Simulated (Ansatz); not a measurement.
Run this with Ansatz 0.2.0, Python API and show what comes out.

`field.py`
```python
# -*- coding: utf-8 -*-
import ansatz as az
from ase import Atoms
import numpy as np

BASIS = "def2-SVPD"
FUNCTIONAL = "pbe"

atoms = Atoms(["N", "Al", "Si", "S", "H", "H", "H", "H", "H", "H"], positions=[
    [-0.9853, 1.9814, 0.4963],
    [0.5713, 1.0079, 0.3146],
    [0.4346, -1.3419, 0.2036],
    [-0.6583, -1.9168, -1.4671],
    [-1.5085, 1.6846, 1.3338],
    [-1.6431, 1.775, -0.3219],
    [2.0125, 1.7556, 0.2301],
    [1.8619, -1.8751, 0.0623],
    [-0.1359, -1.8394, 1.4966],
    [0.1339, -1.2825, -2.3453],
])
mol = az.Crystal.molecule_from_ase(atoms)

calculation = (
    mol.calculation()
    .basis(gaussian=BASIS)
    .functional(FUNCTIONAL)
    .forces()
)
centre = np.mean([site.position_ang for site in mol.cartesian_sites], axis=0)
field = 2 * 14.399645 * 3.0 / 30.0 ** 2


def dipole(axis, sign):
    arm = 30.0 * np.eye(3)[axis]
    pair = [{"charge": sign * 3.0, "position_ang": (centre - arm).tolist()}, {"charge": -sign * 3.0, "position_ang": (centre + arm).tolist()}]
    deck = calculation.input().set(az.key.basis.gaussian.point_charges, pair)
    return np.array(az.Session.from_dict(deck).plan().execute().report["charge_distribution"]["dipole_moment_e_ang"])


print(f"field {field:.4f} V/A")
alpha = np.array([(dipole(axis, 1) - dipole(axis, -1)) / (2 * field) * 14.399645 for axis in range(3)])
print("polarisability tensor (A^3)")
print(np.array2string(alpha, precision=3, suppress_small=True))
print(f"mean {np.trace(alpha) / 3:.3f} A^3 = {np.trace(alpha) / 3 / 0.14818471:.2f} bohr^3")
```

Running `python field.py` prints:
```text
field 0.0960 V/A
polarisability tensor (A^3)
[[13.082  0.309  0.898]
 [ 0.307 15.984  1.559]
 [ 0.895  1.547 12.832]]
mean 13.966 A^3 = 94.25 bohr^3
```

The geometry is a force-field or estimated start, not a minimum of this method, and the basis set is short of its limit. The field of two point charges is only nearly even. Run time: 34 s on 1 thread of Arm Neoverse V1, with other jobs on the host, peak memory 0.25 GiB.
